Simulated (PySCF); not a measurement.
# C5H3BCl2O2− (doublet): open-shell or spin-flip excitations

Aim: compute the open-shell or spin-flip excitations of C5H3BCl2O2− (doublet) (`[O-][C]1C=CC=C(B(Cl)Cl)O1`).

Programs: PySCF 2.14.0, with routines of our own; each step states its level. All values are computed. Atoms count from 0.

### 1 The starting structure

13 atoms, charge -1, multiplicity 2; geometry from: GFN2-xTB.

### 2 Open-shell or spin-flip excitations: unrestricted TDDFT PBE0/def2-SVP in methanol

The job: settings as JSON, then the geometry in Å.

```
{"job": {"kind": "uabs", "xc": "PBE0", "basis": "def2-SVP", "nstates": 10, "tda": false, "solvent": "methanol", "pol": false}, "charge": -1, "multiplicity": 2}
O     -1.565056    -2.522946     0.521037
C     -1.120068    -1.399863     0.315752
C     -1.892913    -0.211269     0.238980
C     -1.285420     1.014666     0.012165
C      0.082430     1.087172    -0.146517
C      0.872582    -0.076772    -0.086681
B      2.351427    -0.093376    -0.262282
Cl     3.238350     1.418654    -0.563629
Cl     3.339961    -1.554323    -0.196870
O      0.239774    -1.295466     0.147012
H     -2.959442    -0.307298     0.365915
H     -1.887832     1.914155    -0.041185
H      0.581817     2.027151    -0.321424
```

Level: unrestricted TDDFT PBE0/def2-SVP, vertical, IEF-PCM methanol (non-equilibrium linear response), core orbitals frozen in the response.

Started as:

```
$ OMP_NUM_THREADS=1 python excited_run.py task.json out
```

This one command runs all jobs of the session in turn.

The log of the run:

```text
coarse grid: 13800 points
cycle   1  E = -1286.6598724580  dE =  1.641e+00  |g| = 6.263e-01  |ddm| = 3.156e+00
cycle   2  E = -1286.4150165532  dE =  2.449e-01  |g| = 1.014e+00  |ddm| = 1.990e+00
cycle   3  E = -1286.8069102945  dE = -3.919e-01  |g| = 1.626e-01  |ddm| = 1.452e+00
cycle   4  E = -1286.8171953755  dE = -1.029e-02  |g| = 5.727e-02  |ddm| = 2.099e-01
cycle   5  E = -1286.8184570824  dE = -1.262e-03  |g| = 1.700e-02  |ddm| = 6.122e-02
cycle   6  E = -1286.8185956478  dE = -1.386e-04  |g| = 5.517e-03  |ddm| = 2.018e-02
cycle   7  E = -1286.8186196892  dE = -2.404e-05  |g| = 2.257e-03  |ddm| = 8.957e-03
cycle   8  E = -1286.8186302469  dE = -1.056e-05  |g| = 1.463e-03  |ddm| = 8.370e-03
cycle   9  E = -1286.8186337383  dE = -3.491e-06  |g| = 6.780e-04  |ddm| = 4.746e-03
final grid: 129272 points
cycle  10  E = -1286.9751119353  dE = -1.842e-05  |g| = 7.988e-03  |ddm| = 2.364e-02
cycle  11  E = -1286.9750737634  dE =  3.817e-05  |g| = 1.273e-02  |ddm| = 1.926e-02
cycle  12  E = -1286.9751380488  dE = -6.429e-05  |g| = 6.544e-04  |ddm| = 1.242e-02
cycle  13  E = -1286.9751382340  dE = -1.851e-07  |g| = 2.706e-04  |ddm| = 9.086e-04
cycle  14  E = -1286.9751382750  dE = -4.108e-08  |g| = 1.119e-04  |ddm| = 3.749e-04
cycle  15  E = -1286.9751382918  dE = -1.678e-08  |g| = 6.794e-05  |ddm| = 2.586e-04
cycle  16  E = -1286.9751382984  dE = -6.597e-09  |g| = 2.717e-05  |ddm| = 1.776e-04
cycle  17  E = -1286.9751383002  dE = -1.789e-09  |g| = 1.657e-05  |ddm| = 1.144e-04
cycle  18  E = -1286.9751383005  dE = -2.915e-10  |g| = 5.258e-06  |ddm| = 4.358e-05
converged SCF energy = -1286.9751383005

<S^2> of the reference = 0.7585 (exact 0.7500)

Excitations
state   eV       nm        f      <S^2>   main configurations
  1   2.4730    501.4   0.03289   0.790   Ha->La 0.77, Hb->Lb 0.22
  2   2.9309    423.0   0.23315   0.831   Hb->Lb 0.72, Ha->La 0.20
  3   3.9839    311.2   0.13971   1.447   Ha->L+1a 0.61, Hb->L+1b 0.26, H-1a->La 0.09
  4   4.1414    299.4   0.00000   0.931   H-1b->Lb 0.93
  5   4.5183    274.4   0.10428   1.992   H-1a->La 0.34, Ha->L+1a 0.31, Hb->L+1b 0.25
  6   4.9244    251.8   0.00454   0.775   Ha->L+2a 0.94
  7   5.1213    242.1   0.00855   1.032   H-3b->Lb 0.69, Hb->L+1b 0.10
  8   5.3985    229.7   0.00000   1.040   H-2b->Lb 0.71, H-5b->Lb 0.10
  9   5.4399    227.9   0.00004   1.380   H-5b->Lb 0.32, H-2b->Lb 0.26, H-2a->La 0.19, H-1b->L+1b 0.09
 10   5.5705    222.6   0.01091   0.963   Ha->L+3a 0.78, H-2a->La 0.13
```

Run time: 1.7 min. Hardware: 1 thread of Arm Neoverse N1, shared host; peak memory 0.67 GiB.

From this job:

```
quantity  value
    ⟨S²⟩  0.758
```

Löwdin spin populations:

O0 0.02; C1 0.00; C2 0.24; C3 0.04; C4 0.13; C5 0.12; B6 0.29; Cl7 0.03; Cl8 0.03; O9 0.08; H10 0.00; H11 0.00; H12 0.00

### 3 Open-shell or spin-flip excitations: unrestricted TDDFT PBE0/def2-SVP

The job, as its differences from that of step 2:

```diff
@@ -1,2 +1,2 @@
-{"job": {"kind": "uabs", "xc": "PBE0", "basis": "def2-SVP", "nstates": 10, "tda": false, "solvent": "methanol", "pol": false}, "charge": -1, "multiplicity": 2}
+{"job": {"kind": "uabs", "xc": "PBE0", "basis": "def2-SVP", "nstates": 10, "tda": false}, "charge": -1, "multiplicity": 2}
 O     -1.565056    -2.522946     0.521037
```

With the program's defaults for keys left out, this is: unrestricted TDDFT PBE0/def2-SVP, vertical, gas phase, core orbitals frozen in the response.

The log of the run:

```text
coarse grid: 13800 points
cycle   1  E = -1286.5673687075  dE =  1.733e+00  |g| = 6.417e-01  |ddm| = 3.156e+00
cycle   2  E = -1286.1670579673  dE =  4.003e-01  |g| = 1.175e+00  |ddm| = 2.509e+00
cycle   3  E = -1286.7185754904  dE = -5.515e-01  |g| = 2.225e-01  |ddm| = 2.019e+00
cycle   4  E = -1286.7391517242  dE = -2.058e-02  |g| = 7.605e-02  |ddm| = 3.115e-01
cycle   5  E = -1286.7413627415  dE = -2.211e-03  |g| = 2.401e-02  |ddm| = 8.434e-02
cycle   6  E = -1286.7416212031  dE = -2.585e-04  |g| = 8.019e-03  |ddm| = 2.904e-02
cycle   7  E = -1286.7416620189  dE = -4.082e-05  |g| = 3.195e-03  |ddm| = 1.319e-02
cycle   8  E = -1286.7416747579  dE = -1.274e-05  |g| = 2.177e-03  |ddm| = 9.295e-03
cycle   9  E = -1286.7416801937  dE = -5.436e-06  |g| = 8.710e-04  |ddm| = 5.026e-03
final grid: 129272 points
cycle  10  E = -1286.8982239266  dE = -1.887e-05  |g| = 7.910e-03  |ddm| = 2.381e-02
cycle  11  E = -1286.8981772557  dE =  4.667e-05  |g| = 1.333e-02  |ddm| = 2.031e-02
cycle  12  E = -1286.8982489861  dE = -7.173e-05  |g| = 1.076e-03  |ddm| = 1.452e-02
cycle  13  E = -1286.8982495063  dE = -5.202e-07  |g| = 3.624e-04  |ddm| = 1.598e-03
cycle  14  E = -1286.8982495755  dE = -6.918e-08  |g| = 1.361e-04  |ddm| = 4.899e-04
cycle  15  E = -1286.8982496007  dE = -2.523e-08  |g| = 1.020e-04  |ddm| = 3.346e-04
cycle  16  E = -1286.8982496131  dE = -1.235e-08  |g| = 3.853e-05  |ddm| = 2.425e-04
cycle  17  E = -1286.8982496158  dE = -2.784e-09  |g| = 2.380e-05  |ddm| = 1.425e-04
cycle  18  E = -1286.8982496163  dE = -4.752e-10  |g| = 7.211e-06  |ddm| = 5.741e-05
converged SCF energy = -1286.8982496163

Static polarisability (au): isotropic 106.628, principal 46.209 101.533 172.142

<S^2> of the reference = 0.7597 (exact 0.7500)

Excitations
state   eV       nm        f      <S^2>   main configurations
  1   2.4548    505.1   0.01107   0.797   Ha->La 0.62, Hb->Lb 0.36
  2   2.9788    416.2   0.21454   0.830   Hb->Lb 0.58, Ha->La 0.34
  3   3.8538    321.7   0.00000   0.940   H-1b->Lb 0.92
  4   3.9956    310.3   0.07387   1.820   Ha->L+1a 0.41, Hb->L+1b 0.37, H-1a->La 0.16
  5   4.4618    277.9   0.00617   0.820   Ha->L+2a 0.90
  6   4.4990    275.6   0.12168   1.572   Ha->L+1a 0.44, H-1a->La 0.27, Hb->L+1b 0.12
  7   5.1404    241.2   0.01629   1.106   H-3b->Lb 0.63, H-1a->La 0.09, Hb->L+1b 0.09
  8   5.2120    237.9   0.00007   2.247   H-2a->La 0.62, H-1b->L+1b 0.13, H-2a->L+1a 0.09
  9   5.3998    229.6   0.00711   0.821   Ha->L+3a 0.68, H-4b->Lb 0.14
 10   5.4524    227.4   0.00003   0.779   H-2b->Lb 0.95
```

It took 1.9 min on 1 thread of Arm Neoverse N1, shared host; peak memory 0.69 GiB.

From this job:

```
quantity  value
    ⟨S²⟩  0.760
```

### 4 Open-shell or spin-flip excitations: unrestricted TDA CAM-B3LYP/def2-SVP

The job, as its differences from that of step 3:

```diff
@@ -1,2 +1,2 @@
-{"job": {"kind": "uabs", "xc": "PBE0", "basis": "def2-SVP", "nstates": 10, "tda": false}, "charge": -1, "multiplicity": 2}
+{"job": {"kind": "uabs", "xc": "CAM-B3LYP", "basis": "def2-SVP", "nstates": 2, "tda": true, "scf": {"conv": 1e-11, "fallback": true}}, "charge": -1, "multiplicity": 2}
 O     -1.565056    -2.522946     0.521037
```

With the program's defaults for keys left out, this is: unrestricted TDA CAM-B3LYP/def2-SVP, vertical, gas phase, core orbitals frozen in the response.

The log of the run:

```text
final grid: 129272 points
cycle   1  E = -1287.2527594886  dE =  1.982e+00  |g| = 6.920e-01  |ddm| = 3.128e+00
cycle   2  E = -1287.0486323521  dE =  2.041e-01  |g| = 1.032e+00  |ddm| = 2.151e+00
cycle   3  E = -1287.4499330856  dE = -4.013e-01  |g| = 1.397e-01  |ddm| = 1.529e+00
cycle   4  E = -1287.4572505211  dE = -7.317e-03  |g| = 6.134e-02  |ddm| = 1.890e-01
cycle   5  E = -1287.4588795234  dE = -1.629e-03  |g| = 1.654e-02  |ddm| = 6.637e-02
cycle   6  E = -1287.4590815847  dE = -2.021e-04  |g| = 6.611e-03  |ddm| = 2.591e-02
cycle   7  E = -1287.4591575764  dE = -7.599e-05  |g| = 3.541e-03  |ddm| = 1.746e-02
cycle   8  E = -1287.4591998608  dE = -4.228e-05  |g| = 2.063e-03  |ddm| = 1.745e-02
cycle   9  E = -1287.4592108174  dE = -1.096e-05  |g| = 9.861e-04  |ddm| = 9.189e-03
cycle  10  E = -1287.4592129030  dE = -2.086e-06  |g| = 4.722e-04  |ddm| = 3.820e-03
cycle  11  E = -1287.4592133682  dE = -4.652e-07  |g| = 1.977e-04  |ddm| = 1.762e-03
cycle  12  E = -1287.4592134570  dE = -8.876e-08  |g| = 1.503e-04  |ddm| = 6.613e-04
cycle  13  E = -1287.4592134842  dE = -2.723e-08  |g| = 5.535e-05  |ddm| = 3.491e-04
cycle  14  E = -1287.4592134903  dE = -6.102e-09  |g| = 2.941e-05  |ddm| = 1.814e-04
cycle  15  E = -1287.4592134921  dE = -1.819e-09  |g| = 1.762e-05  |ddm| = 1.041e-04
cycle  16  E = -1287.4592134924  dE = -3.242e-10  |g| = 1.270e-05  |ddm| = 3.808e-05
cycle  17  E = -1287.4592134927  dE = -2.751e-10  |g| = 4.085e-06  |ddm| = 4.429e-05
cycle  18  E = -1287.4592134928  dE = -3.956e-11  |g| = 2.977e-06  |ddm| = 1.427e-05
cycle  19  E = -1287.4592134928  dE = -2.137e-11  |g| = 1.319e-06  |ddm| = 1.255e-05
cycle  20  E = -1287.4592134928  dE = -5.912e-12  |g| = 8.286e-07  |ddm| = 3.721e-06
converged SCF energy = -1287.4592134928

Static polarisability (au): isotropic 107.019, principal 45.414 100.485 175.159

<S^2> of the reference = 0.7670 (exact 0.7500)

Excitations
state   eV       nm        f      <S^2>   main configurations
  1   2.6558    466.8   0.01834   0.816   Ha->La 0.64, Hb->Lb 0.33
  2   3.2542    381.0   0.30860   0.833   Hb->Lb 0.59, Ha->La 0.30
```

Run time: 1.8 min. Hardware: 1 thread of Arm Neoverse N1, shared host; peak memory 0.77 GiB.

Key values:

```
quantity  value
    ⟨S²⟩  0.767
```

### 5 Summary of results

| quantity | value |
| --- | --- |
| lowest and brightest state of nearly pure spin, of 10 (step 2, unrestricted TDDFT PBE0/def2-SVP in methanol) | 2.47 eV; 2.93 eV, f = 0.233 |
| lowest and brightest state of nearly pure spin, of 10 (step 3, unrestricted TDDFT PBE0/def2-SVP) | 2.45 eV; 2.98 eV, f = 0.215 |
| lowest and brightest state of nearly pure spin, of 2 (step 4, unrestricted TDA CAM-B3LYP/def2-SVP) | 2.66 eV; 3.25 eV, f = 0.309 |

In words: States whose ⟨S²⟩ lies well above the reference's are mixtures of spin states, an artefact of the unrestricted response, and are left out of the summary. For an anion in the gas phase, states above the energy of detachment are held by the basis alone, so excitations and responses hang on it. The lowest state of nearly pure spin runs from 2.45 to 2.66 eV over the runs.
